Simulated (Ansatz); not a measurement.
# C12H10I (diphenyliodonium): the cost of one run

Method: the settings change from run to run; program: Ansatz 0.2.0, Gaussian basis.

3 further runs of the same task are left out: 3 that didn't finish. Runs told in other sessions of the task aren't counted.

### Step 1. The geometry

The structure was relaxed beforehand with PBE-D4/def2-SVP. I takes a core potential in def2 sets; no spin-orbit term is included.

SMILES `c1ccc([I+]c2ccccc2)cc1`, 23 atoms, charge 1, spin multiplicity 1.

Atoms are counted from 1 here; the program's logs count them from 0.

Bond lengths: C1–C2 1.405 Å, C1–C13 1.404 Å, C1–H14 1.100 Å, C2–C3 1.405 Å, C2–H15 1.101 Å, C3–C4 1.400 Å, C3–H16 1.099 Å, C4–I5 2.145 Å, C4–C12 1.401 Å, I5–C6 2.147 Å, C6–C7 1.400 Å, C6–C11 1.400 Å, C7–C8 1.406 Å, C7–H17 1.099 Å, C8–C9 1.404 Å, C8–H18 1.101 Å, C9–C10 1.405 Å, C9–H19 1.100 Å and more. Angles: C2–C1–C13 120.6°, C2–C1–H14 119.7°, C13–C1–H14 119.7°, C1–C2–C3 120.5°, C1–C2–H15 120.5°, C3–C2–H15 119.1°, C2–C3–C4 117.2°, C2–C3–H16 120.6°, C4–C3–H16 122.2°, C3–C4–I5 118.2°, C3–C4–C12 124.2°, I5–C4–C12 117.7°, C4–I5–C6 98.5°, I5–C6–C7 117.8°, I5–C6–C11 118.0°, C7–C6–C11 124.2°, C6–C7–C8 117.2°, C6–C7–H17 122.3° and more.

### Step 2. wPBEh/def2-TZVP

in.yaml reads:

```yaml
crystal:
  periodic: [false, false, false]
  atoms:
    - {symbol: C, position_ang: [3.613473, 0.415135, -1.048751]}
    - {symbol: C, position_ang: [3.113083, -0.886381, -0.880440]}
    - {symbol: C, position_ang: [2.129713, -1.151981, 0.087519]}
    - {symbol: C, position_ang: [1.678469, -0.070397, 0.853915]}
    - {symbol: I, position_ang: [0.141022, -0.430034, 2.306184]}
    - {symbol: C, position_ang: [-1.562960, -0.278077, 1.008810]}
    - {symbol: C, position_ang: [-2.184145, -1.466276, 0.605016]}
    - {symbol: C, position_ang: [-3.284833, -1.352295, -0.262124]}
    - {symbol: C, position_ang: [-3.722614, -0.090235, -0.693543]}
    - {symbol: C, position_ang: [-3.069833, 1.077432, -0.265207]}
    - {symbol: C, position_ang: [-1.972376, 0.999600, 0.608401]}
    - {symbol: C, position_ang: [2.153354, 1.240668, 0.720582]}
    - {symbol: C, position_ang: [3.137530, 1.471457, -0.255824]}
    - {symbol: H, position_ang: [4.387177, 0.608115, -1.806791]}
    - {symbol: H, position_ang: [3.491436, -1.714064, -1.499263]}
    - {symbol: H, position_ang: [1.741772, -2.171188, 0.225904]}
    - {symbol: H, position_ang: [-1.839347, -2.453538, 0.944425]}
    - {symbol: H, position_ang: [-3.800053, -2.265916, -0.595298]}
    - {symbol: H, position_ang: [-4.585710, -0.014756, -1.371639]}
    - {symbol: H, position_ang: [-3.417524, 2.066228, -0.600726]}
    - {symbol: H, position_ang: [-1.467332, 1.912580, 0.954840]}
    - {symbol: H, position_ang: [1.785243, 2.064185, 1.349126]}
    - {symbol: H, position_ang: [3.534467, 2.489728, -0.385097]}
basis:
  gaussian: {orbitals: def2-TZVP}
total_charge: 1
hamiltonian: {xc: {name: wPBEh}}
scf: {omitted_lower_state_checks: [starts]}
output: {forces: true}
```

Launch:

```bash
$ ansatz run in.yaml --threads 4 --pin off --events-out ev --progress --plain --max-ram 6963MiB
```

**Question.** How long does this run take on 4 threads of Intel Xeon 6975P-C, shared host, and how much memory does it need?

About 23 s, with a peak of 2 GiB.
